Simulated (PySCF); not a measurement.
# ZnN: from the state search to spectroscopic constants

Aim: find the lowest electronic state of ZnN, scan its bond at several levels of theory, and get bond length, wavenumber and dissociation energy from each curve.

Method: Zn x2c-SVPall, N x2c-SVPall, spin-free X2C with a Gaussian nucleus; program: PySCF 2.14.0.

### Step 1. The job

A driver script around PySCF takes these settings:

- atoms: Zn, N
- charge: 0
- basis: Zn x2c-SVPall, N x2c-SVPall
- Hamiltonian: spin-free X2C with a Gaussian nucleus
- basis functions: 50
- electrons treated: 37
- masses in u: 63.9291, 14.0031
- levels: PBE0, PBE, r²SCAN, r²SCANh, r²SCAN0, B97-3, LC-ωPBE, HF, MP2, SCS-MP2
- grid: 80 radial by 434 angular points
- occupations: held fixed by the projection of orbital angular momentum
- dissociation limit: Zn + N, each in its ground configuration
- starting distance in angstrom: 1.845
- values of 2S to try: 1, 3

Started as:

```bash
> OMP_NUM_THREADS=1 python dia.py task.json out
```

The runs that follow: PBE0 along the bond; Excited determinants; PBE; r²SCAN; r²SCANh; r²SCAN0; B97-3 (global hybrid GGA); LC-ωPBE (range-separated hybrid); ROHF (mean field).

Before running it: what results should come out? Wanted: for each run, Re; ωe; De; μ.

The runs gave:

Lowest PBE0 solution found, without spin–orbit coupling: ⁴Σ⁻ (quartet), unpaired electrons σ ↑, π ↑↑. State 2 has its PBE0 minimum 0.47 eV higher, as a spin-mixed determinant (⟨S²⟩ = 1.76), so this is no gap between pure states. State 3 has its PBE0 minimum 0.85 eV higher, as a spin-mixed determinant (⟨S²⟩ = 1.76), so this is no gap between pure states. The other levels ran on the lowest alone.

```
  level  Re (Å)  ωe (cm⁻¹)  De (eV)  μ (D)
    PBE   2.083        321    0.460  -1.10
 r²SCAN   2.071        317    0.348  -1.19
r²SCANh   2.083        300    0.272  -1.24
   PBE0   2.094      293.9    0.247  -1.30
r²SCAN0   2.102      270.6    0.168  -1.29
  B97-3   2.189      218.4    0.135  -1.19
LC-ωPBE   1.988        410    0.276  -1.82
```

De is counted to Zn + N in their ground configurations. A positive dipole means Zn(−)N(+). No constants: ROHF (no minimum is bracketed among the points kept); ROHF-MP2 (no minimum is bracketed among the points kept); ROHF-SCS-MP2 (no minimum is bracketed among the points kept).

**Reading.** Bond lengths run from 1.988 Å (LC-ωPBE) to 2.189 Å (B97-3). Among the levels with a De in the table, it runs from 0.135 eV (B97-3) to 0.460 eV (PBE).

Correlated steps freeze 6 core orbitals. The bond is weak, and basis-set superposition, which was not computed, may be a sizeable part of it.
